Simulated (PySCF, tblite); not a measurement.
# C6H6ClP: infrared bands and NMR shifts

Wanted: the infrared bands and NMR shifts of C6H6ClP (`Pc1ccc(Cl)cc1`), by calculation.

Programs: tblite 0.8.0 and PySCF 2.14.0, with density-fitted response routines of our own. Each step states its level of theory. These are calculated values for one molecule in the gas phase, unless marked as measured. Atoms are numbered from 0 throughout.

**1. Starting geometry**

14 atoms, charge 0, multiplicity 1; geometry from: GFN2-xTB.

Bonds of the start (Å): P0–C1 1.83, C1–C2 1.39, C2–C3 1.38, C3–C4 1.39, C4–Cl5 1.73, C4–C6 1.39, C6–C7 1.38, C7–C1 1.39, P0–H8 1.39, P0–H9 1.39, C2–H10 1.08, C3–H11 1.08, C6–H12 1.08, C7–H13 1.08.

**2. Harmonic vibrations with GFN2-xTB**

The job: settings as JSON, then the geometry in Å.

```
{"job": {"kind": "ir", "xc": "GFN2-xTB", "basis": "xTB"}, "charge": 0, "multiplicity": 1}
P      2.625253     0.047909    -0.770286
C      0.858360     0.016828    -0.295838
C      0.162562     1.204968    -0.095624
C     -1.187308     1.190743     0.199173
C     -1.852230    -0.022548     0.281658
Cl    -3.540421    -0.047495     0.653304
C     -1.180602    -1.215971     0.067600
C      0.169461    -1.190013    -0.225624
H      2.991434     1.019303     0.159478
H      3.006155    -0.994711     0.072386
H      0.683105     2.149809    -0.165677
H     -1.722757     2.112713     0.363566
H     -1.710415    -2.153766     0.130154
H      0.696724    -2.118242    -0.396435
```

**Question.** This job is followed by: GIAO PBE0/pcSseg-1 NMR shielding, non-relativistic, gas phase. What will the session give for the following? strongest single infrared mode (GFN2-xTB); zero-point energy (GFN2-xTB); 13C shifts against TMS (PBE0/pcSseg-1, means over atoms taken as alike); 1H shifts against TMS (PBE0/pcSseg-1, means over atoms taken as alike); 31P shifts against H3PO4 (PBE0/pcSseg-1); 35Cl shifts against HCl (PBE0/pcSseg-1).

**Answer**, as computed:

| quantity | value |
| --- | --- |
| strongest single infrared mode (GFN2-xTB) | 2337 cm⁻¹, 135 km/mol |
| zero-point energy (GFN2-xTB) | 59.9 kcal/mol |
| 13C shifts against TMS (PBE0/pcSseg-1, means over atoms taken as alike) | 144.3, 137.6, 136.8, 134.7 ppm |
| 1H shifts against TMS (PBE0/pcSseg-1, means over atoms taken as alike) | 7.57, 7.48, 4.01 ppm |
| 31P shifts against H3PO4 (PBE0/pcSseg-1) | -148.7 ppm |
| 35Cl shifts against HCl (PBE0/pcSseg-1) | 235 ppm |

What this shows: No mode is imaginary among the 36: a minimum at this level. The strongest single mode, at 2337 cm⁻¹, moves mainly H8 and H9. Unscaled tight-binding wavenumbers are off by several per cent, some by more. Its intensities can rank the bands wrongly. At PBE0/pcSseg-1: The widest tensor belongs to Cl5: span 458 ppm, with a paramagnetic part of -430 ppm. NICS(1)zz of -26 ppm above the planar ring from C1 marks a diatropic (aromatic) ring current.
